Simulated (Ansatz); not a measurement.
# Al6N: the cost of one run

Program: Ansatz 0.2.0. Level of theory: DFT PBE, scalar-relativistic, plane waves, PAW. These are calculated values, not measurements.

14 further runs of the same task are left out: 14 set aside as unsound or not needed.

### 1 The starting structure

The structure is orthorhombic, space group Pmm2 (No. 25). Conventional cell: a = 5.714 Å, b = 5.714 Å, c = 22.175 Å, α = 90.00°, β = 90.00°, γ = 90.00°. Al (site symmetry 1) is surrounded by 8 Al at 2.86 to 2.90 Å. Al (site symmetry mm2) has 12 Al at 2.86 to 2.91 Å as nearest neighbours. Al (site symmetry mm2) has 12 Al at 2.86 to 2.91 Å and 2 N at 2.99 Å as nearest neighbours. Al (site symmetry 1) is surrounded by 1 N at 1.77 Å. Around N (site symmetry m) lie 1 N at 1.53 Å and 2 Al at 1.77 Å.

Coordinates:

```cif
data_structure
_symmetry_space_group_name_H-M 'Pmm2'
_symmetry_Int_Tables_number 25
_cell_length_a 5.7143
_cell_length_b 5.7143
_cell_length_c 22.1750
_cell_angle_alpha 90.000
_cell_angle_beta 90.000
_cell_angle_gamma 90.000
_cell_volume 724.09
loop_
_atom_site_label
_atom_site_type_symbol
_atom_site_symmetry_multiplicity
_atom_site_Wyckoff_symbol
_atom_site_fract_x
_atom_site_fract_y
_atom_site_fract_z
_atom_site_occupancy
Al1 Al 4 i 0.25000 0.25000 0.18038 1
Al2 Al 1 a 0.00000 0.00000 0.27441 1
Al3 Al 1 b 0.00000 0.50000 0.27441 1
Al4 Al 1 c 0.50000 0.00000 0.27441 1
Al5 Al 1 d 0.50000 0.50000 0.27441 1
Al6 Al 4 i 0.25000 0.25000 0.36866 1
N1 N 2 f 0.36604 0.50000 0.40474 1
```

This is the geometry of the first run shown, built on a cell relaxed beforehand with the same method.

### 2 The scan

Atoms count from 1 in the order of the input.

N2 lies flat over one site of a rigid substrate while its bond length and height are varied.

First coordinate, distance N13-N14: 8 values from 1.000 to 3.000 Å. Second coordinate, height of the N2 axis above the plane of Al9: 8 values from 0.80 to 3.60 Å.

Nothing else is relaxed. Points are written as (first, second).

### 3 The run at (1.531 Å, 0.80 Å)

A dipole layer in the vacuum cancels the field that periodic copies would set up if the slab's two faces differ.

The input, input.yaml:

```yaml
crystal:
  lattice:
    - [5.7143028096, 0.0, 0.0]
    - [0.0, 5.7143028096, 0.0]
    - [0.0, 0.0, 22.1750227687]
  atoms:
    - { symbol: Al, position: [0.25, 0.25, 0.1803831293] }
    - { symbol: Al, position: [0.25, 0.75, 0.1803831293] }
    - { symbol: Al, position: [0.75, 0.25, 0.1803831293] }
    - { symbol: Al, position: [0.75, 0.75, 0.1803831293] }
    - { symbol: Al, position: [0.0, 0.0, 0.274409492] }
    - { symbol: Al, position: [0.0, 0.5, 0.274409492] }
    - { symbol: Al, position: [0.5, 0.0, 0.274409492] }
    - { symbol: Al, position: [0.5, 0.5, 0.274409492] }
    - { symbol: Al, position: [0.25, 0.25, 0.3686590473] }
    - { symbol: Al, position: [0.25, 0.75, 0.3686590473] }
    - { symbol: Al, position: [0.75, 0.25, 0.3686590473] }
    - { symbol: Al, position: [0.75, 0.75, 0.3686590473] }
    - { symbol: "N", position: [0.3660379008, 0.5, 0.4047356732] }
    - { symbol: "N", position: [0.6339620992, 0.5, 0.4047356732] }
basis:
  ecutwfc: 420
kpoints:
  mp_grid: { grid: [5, 5, 1] }
hamiltonian:
  xc: pbe
scf:
  occupations: { method: gaussian, width: 0.1 }
output:
  forces: true
  eigenvalues: true
efield:
  axis: 3
  dipole_correction: true
  ramp_width: 0.04
```

Started as:

```console
$ ansatz run input.yaml --threads 4 --pin off --max-ram 12288MiB --backend cpu --events-out ev --progress --plain --runs-dir out
```

Q: Estimate wall time and peak memory on 4 threads of Intel Xeon Platinum 8175M at 2.50GHz (Skylake/Cascade Lake), shared host.

About 4.5 s, with a peak of 1 GiB.
